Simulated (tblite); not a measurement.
# C6H6BrS: the cost of one run

The runs use tblite 0.8.0 and PySCF 2.14.0, with density-fitted response routines of our own; the level of theory stands in each step. All values are computed, except where a source is named. Atoms are numbered from 0 throughout.

### 1 The starting structure

14 atoms, charge 0, multiplicity 2; geometry from: force field or distance geometry start.

Bonds of the start (Å): C0–S1 1.81, S1–C2 1.77, C2–C3 1.34, C3–C4 1.47, C4–C5 1.33, C5–Br6 1.93, C5–C7 1.48, C7–C4 1.49, C0–H8 1.11, C0–H9 1.10, C0–H10 1.12, C2–H11 1.09, C7–H12 1.13, C7–H13 1.08.

### 2 Relaxing the molecule with GFN2-xTB

What the job is given:

```
{"job": {"kind": "relax", "xc": "GFN2-xTB", "basis": "xTB"}, "charge": 0, "multiplicity": 2}
C      3.154600     0.187700     0.363200
S      2.299900    -1.382900     0.662600
C      0.561200    -1.045900     0.607100
C      0.048800     0.091600     0.124900
C     -1.400700     0.331400     0.100100
C     -2.465800     1.076200    -0.186100
Br    -3.255100     2.699900    -0.860200
C     -2.730900    -0.248400     0.417200
H      2.404100     0.999800     0.446200
H      3.964700     0.276000     1.103700
H      3.538500     0.241200    -0.683700
H     -0.152600    -1.787200     0.964000
H     -3.063500    -1.068700    -0.282400
H     -2.903900    -0.371000     1.481200
```

Started as:

```sh
OMP_NUM_THREADS=1 python probes_run.py task.json out
```

One launch serves the whole session: the jobs run in the order shown.

**Question.** How long does this first job take on 1 thread of Arm Neoverse V1, shared host?

About 1.4 s.
